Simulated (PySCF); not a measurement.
# CH2BN3 (SMILES NB1N=C=N1): levels of theory compared

Aim: a comparison of 5 runs (HF/3-21G, HF/def2-SVP, PBE0/6-31G*, B3LYP/6-31G*, TPSSh/aug-cc-pVDZ) of CH2BN3. The job is set up through a Python script.

The calculation is run with PySCF 2.14.0.

## Step 1: The system as given

CH2BN3 has 7 atoms, charge 0, and is taken as a singlet. As SMILES, `NB1N=C=N1`. The coordinates come from a PBE0-D4/def2-TZVP relaxation.

Bond lengths: N1–B2 1.374 Å, B2–N3 1.449 Å, N3–C4 1.388 Å, B2–N5 1.449 Å, C4–N5 1.388 Å, N1–H6 1.005 Å, N1–H7 1.005 Å. Angles: N1–B2–N3 143.8°, N1–B2–N5 143.8°, N3–B2–N5 72.3°, B2–N3–C4 88.5°, N3–C4–N5 76.1°, B2–N5–C4 88.5°, B2–N1–H6 122.6°, B2–N1–H7 122.6°, H6–N1–H7 114.8°. A long bond or contact: N3–N5 1.711 Å.

## Step 2: Energy and forces at HF/3-21G (run 1)

The input, input.py:

```python
from pyscf import gto, scf

molecule = gto.M(
    atom='''
N     -0.727700     0.975600    -0.050200
B      0.133300    -0.073400     0.163500
N      0.211500    -1.447600     0.617100
C      1.006900    -1.728200    -0.484800
N      1.500500    -0.518500    -0.016500
H     -1.700100     0.936500     0.198900
H     -0.424500     1.855600    -0.428100
''',
    max_memory=1860,
    verbose=4,
    charge=0,
    basis='3-21g',
    spin=0,
)

mf = scf.RHF(molecule)
mf.conv_tol = 1e-10
mf.kernel()
if not mf.converged:
    mf = mf.newton().run(mf.mo_coeff, mf.mo_occ)

energy = mf.e_tot
print('E = %.10f Eh' % energy)
grad = mf.nuc_grad_method().kernel()
dip = mf.dip_moment()
pop, q = mf.mulliken_pop()
```

Command:

```sh
OMP_NUM_THREADS=1 python input.py
```

The program printed:

```text
PySCF version 2.14.0

[... 69 lines left out ...]
converged SCF energy = -225.660739222265
[... 14 lines left out ...]
Dipole moment(X, Y, Z, Debye): -3.21176,  4.05855, -0.58349
[... 57 lines left out ...]
charge of    6H =      0.35794
```

It took 1 s on 1 thread of Arm Neoverse V2, shared host; peak memory 0.12 GiB.

## Step 3: Energy and forces at HF/def2-SVP (run 2)

The input, calc.py:

```python
from pyscf import gto

mol = gto.M(
    atom='''
N       -0.727700       0.975600      -0.050200
B        0.133300      -0.073400       0.163500
N        0.211500      -1.447600       0.617100
C        1.006900      -1.728200      -0.484800
N        1.500500      -0.518500      -0.016500
H       -1.700100       0.936500       0.198900
H       -0.424500       1.855600      -0.428100
''',
    verbose=4,
    spin=0,
    basis='def2-svp',
    max_memory=1860,
)

hf = mol.RHF()
hf.conv_tol = 1e-10
hf.kernel()
if not hf.converged:
    hf = hf.newton().run(hf.mo_coeff, hf.mo_occ)

energy = hf.e_tot
print('E = %.10f Eh' % energy)
grad = hf.nuc_grad_method().kernel()
hf.analyze()
```

Command:

```sh
OMP_NUM_THREADS=1 python calc.py
```

The program printed:

```text
PySCF version 2.14.0

[... 97 lines left out ...]
MO #5   energy= -7.67860999777945  occ= 2
[... 14 lines left out ...]
MO #20  energy= 0.149331750125163  occ= 0
[... 14 lines left out ...]
MO #35  energy= 0.79379136266214   occ= 0
[... 14 lines left out ...]
MO #50  energy= 1.37966527853664   occ= 0
[... 14 lines left out ...]
MO #65  energy= 2.58355051758699   occ= 0
[... 14 lines left out ...]
MO #80  energy= 3.80943428364429   occ= 0
[... 90 lines left out ...]
Dipole moment(X, Y, Z, Debye): -2.94381,  3.92522, -0.23345
```

Wall time 3.3 s (1 thread of Arm Neoverse V2, shared host); peak memory 0.16 GiB.

Runs 3 to 4 aren't shown in full; the table further down has their settings and results.

## Step 4: Energy and forces at TPSSh/aug-cc-pVDZ (run 5)

The input, job.py:

```python
import pyscf.grad
from pyscf import gto, dft

mol = gto.M(
    atom='''
N   -0.727700   0.975600  -0.050200
B    0.133300  -0.073400   0.163500
N    0.211500  -1.447600   0.617100
C    1.006900  -1.728200  -0.484800
N    1.500500  -0.518500  -0.016500
H   -1.700100   0.936500   0.198900
H   -0.424500   1.855600  -0.428100
''',
    charge=0,
    spin=0,
    basis='aug-cc-pvdz',
    max_memory=1860,
    verbose=4,
)

mf = dft.RKS(mol, xc='tpssh')
mf.grids.level = 5
mf.conv_tol = 1e-10
mf.kernel()
if not mf.converged:
    mf = mf.newton().run(mf.mo_coeff, mf.mo_occ)

e_tot = mf.e_tot
print('E = %.10f Eh' % e_tot)
grad = mf.Gradients().kernel()
mf.analyze()
```

Command:

```sh
OMP_NUM_THREADS=1 python job.py
```

The program printed:

```text
PySCF version 2.14.0

[... 115 lines left out ...]
MO #13  energy= -0.397534742130939 occ= 2
[... 23 lines left out ...]
MO #37  energy= 0.159105799037871  occ= 0
[... 23 lines left out ...]
MO #61  energy= 0.486617961626873  occ= 0
[... 23 lines left out ...]
MO #85  energy= 0.997249996062072  occ= 0
[... 23 lines left out ...]
MO #109 energy= 1.89589695852948   occ= 0
[... 23 lines left out ...]
MO #133 energy= 3.40908302776586   occ= 0
[... 143 lines left out ...]
Dipole moment(X, Y, Z, Debye): -2.75449,  3.84778,  0.03822
```

It took 96 s on 1 thread of Arm Neoverse V2, shared host; peak memory 1.5 GiB.

## Step 5: Overview of the runs

```csv
run,level,integration grid,Cartesian functions,energy (Eh),dipole moment (D),HOMO energy (eV),LUMO energy (eV),wall time
1,HF/3-21G,–,no,-225.660739,5.21,-10.63,3.36,1 s
2,HF/def2-SVP,–,no,-226.789490,4.91,-10.71,3.31,3.3 s
3,PBE0/6-31G* (spherical functions),5,no,-228.045020,4.81,-7.15,-1.25,18 s
4,B3LYP/6-31G* (Cartesian functions),5,yes,-228.314223,4.78,-6.86,-1.50,19 s
5,TPSSh/aug-cc-pVDZ,5,no,-228.369777,4.73,-6.81,-2.30,96 s
```

## Step 6: Results

| quantity | value |
| --- | --- |
| run 5: total energy | -228.36978 Eh |
| run 5: dipole moment | 4.73 D |
| run 5: HOMO energy | -6.81 eV |
| run 5: LUMO energy | -2.30 eV |
| run 5: HOMO–LUMO gap | 4.51 eV |
| run 5: largest force on an atom | 1.037 eV/Å |

What this shows: The dipole moment (its size) runs from 4.73 D (TPSSh/aug-cc-pVDZ) to 5.21 D (HF/3-21G). The two ends differ in method and basis. The HOMO–LUMO gap runs from 4.51 eV (TPSSh/aug-cc-pVDZ) to 14.02 eV (HF/def2-SVP). Totals of different functionals can't be ranked against each other. All runs together took 2.3 min, the longest 96 s.
